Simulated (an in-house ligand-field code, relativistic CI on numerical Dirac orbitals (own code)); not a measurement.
**d1 to d5 in a ligand field: terms by electron count**

Aim: the terms of a d1 to d5 shell from Racah B and C and the field, by exact diagonalisation.

The numbers are computed with an in-house ligand-field code version 1 (parametric ligand-field model of a d^n configuration (Racah B and C, spin-orbit zeta, crystal field), exact diagonalisation), except any that are marked as measured or tabulated.

### Step 1. The atom as given

```
shell        : d1 to d5
set 1 (cm⁻¹) : d1: B = 420, C = 1680, Oh, 10Dq = 35900
set 2 (cm⁻¹) : d2: B = 420, C = 1680, Oh, 10Dq = 35900
set 3 (cm⁻¹) : d3: B = 420, C = 1680, Oh, 10Dq = 35900
set 4 (cm⁻¹) : d4: B = 420, C = 1680, Oh, 10Dq = 35900
set 5 (cm⁻¹) : d5: B = 420, C = 1680, Oh, 10Dq = 35900
```

### Step 2. Set 1

Settings of the run:

```ini
n = 1
racah_B = 420  # cm-1
racah_C = 1680  # cm-1
zeta = 0  # cm-1
symmetry = Oh
field = {"10Dq": 35900}  # cm-1
```

Launch:

```bash
python run_levels.py task.json out
```

One command runs all members of the session, one after another, from task.json.

### Step 3. Set 2

The settings differ from step 2 so:

```diff
@@ -1,2 +1,2 @@
-n = 1
+n = 2
 racah_B = 420  # cm-1
```

### Step 4. Set 3

The settings differ from step 3 so:

```diff
@@ -1,2 +1,2 @@
-n = 2
+n = 3
 racah_B = 420  # cm-1
```

### Step 5. Set 4

The settings differ from step 4 so:

```diff
@@ -1,2 +1,2 @@
-n = 3
+n = 4
 racah_B = 420  # cm-1
```

### Step 6. Set 5

The settings differ from step 5 so:

```diff
@@ -1,2 +1,2 @@
-n = 4
+n = 5
 racah_B = 420  # cm-1
```

(Steps that only read results are left out.)

What does the calculation give? Wanted: lowest terms; sets at their largest spin, of those that allow S over 1.

**Answer**, as computed:

| set | 10Dq/B (size) | lowest | S | electrons in z² and x²-y² | first level of the same spin (cm⁻¹) |
| --- | --- | --- | --- | --- | --- |
| 1: Oh, d1 | 85.5 | 2T2 | 0.50 | 0.00 | 2E 35900 |
| 2: Oh, d2 | 85.5 | 3T1 | 1.00 | 0.00 | 3T2 34799 |
| 3: Oh, d3 | 85.5 | 4A2 | 1.50 | 0.00 | 4T2 35900 |
| 4: Oh, d4 | 85.5 | 3T1 | 1.00 | 0.01 | 3E 34136 |
| 5: Oh, d5 | 85.5 | 2T2 | 0.50 | 0.01 | 2A2 33430 |

```
                                                quantity                                   value
                                            lowest terms  1: 2T2, 2: 3T1, 3: 4A2, 4: 3T1, 5: 2T2
sets at their largest spin, of those that allow S over 1                                       3
```

3 of 5 sets have the highest spin that their shell allows. B, C and the field are free parameters here, not those of a compound.
